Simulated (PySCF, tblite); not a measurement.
# CH₈NO₂Si₂ radical, a small gas-phase stand-in for a defect centre (C site with back bonds O[SiH3], N[SiH3], O): EPR parameters

Wanted: the EPR parameters for `O[C](N[SiH3])O[SiH3]`. It is drawn as: dangling bond.

Programs: tblite 0.8.0 and PySCF 2.14.0. All values are calculated, for the isolated system unless a continuum is named. Atoms count from 0, parts from 1.

## 1. The system as given

14 atoms, charge 0, multiplicity 2; geometry: distance geometry start.

## 2. Geometry optimisation with GFN2-xTB

Job settings and geometry (Å):

```
{"job": {"kind": "relax", "xc": "GFN2-xTB", "basis": "xTB"}, "charge": 0, "multiplicity": 2}
C     -0.344913    -1.071464    -0.810762
O     -1.585326    -0.538122    -1.070985
Si    -2.072859     1.093074    -0.667997
N     -0.001076    -1.252745     0.599148
Si     0.691753     0.222778     1.422036
O      0.090655    -2.096472    -1.641777
H     -2.517069     1.776225    -1.855221
H     -0.981037     1.818816    -0.125622
H     -3.143270     1.068380     0.257713
H      0.396735    -2.144186     0.840042
H      1.879100    -0.120870     2.079184
H      0.979632     1.239068     0.458801
H     -0.243132     0.729423     2.379969
H     -0.086934    -2.139569    -2.588737
```

Method: GFN2-xTB geometry optimisation, gas phase.

Command:

```bash
$ OMP_NUM_THREADS=1 python cluster_run.py task.json out
```

This one command runs all jobs of the session in turn.

**Question.** The jobs that follow are: PBE0-D3(BJ)/def2-SVP geometry optimisation, gas phase; UKS B3LYP, IGLO-III on C N O Si, pcH-1 on H, non-relativistic, mean-field spin-orbit, GIAO; UKS BHandHLYP, IGLO-III on C N O Si, pcH-1 on H, non-relativistic, mean-field spin-orbit, GIAO. Predict: point group; rotational constants (main isotopes); g(iso) (B3LYP); ⟨S²⟩; largest a(iso).

**Answer**, as computed:

| quantity | value |
| --- | --- |
| point group | C1 |
| rotational constants (main isotopes) | 3.50, 1.52, 1.15 GHz |
| g(iso) (B3LYP) | 2.00280 |
| ⟨S²⟩ | 0.753 (exact 0.75) |
| largest a(iso) | 13C on C0, 400.4 MHz |

What this shows: The start of the PBE0/def2-SVP relaxation was shaken at random by about 0.01 Å, so part of the energy gained, and of the first lengths quoted, undoes that. Relaxing lowered the energy by 0.374 eV in 11 steps; the close pair that moved most is Si2–H6, from 1.449 to 1.493 Å (PBE0/def2-SVP). C0 carries the largest spin population, 0.81 e. The isotropic g lies 0.5 ppt above the free-electron value. The coupling of 13C on C0 runs from 400.4 (B3LYP/IGLO-III+pcH-1) to 446.4 MHz (BHandHLYP/IGLO-III+pcH-1). A capped cluster stands for the solid here, so long-range fields and strain are missing, and bands or shifts of the capping hydrogens have no counterpart in it.
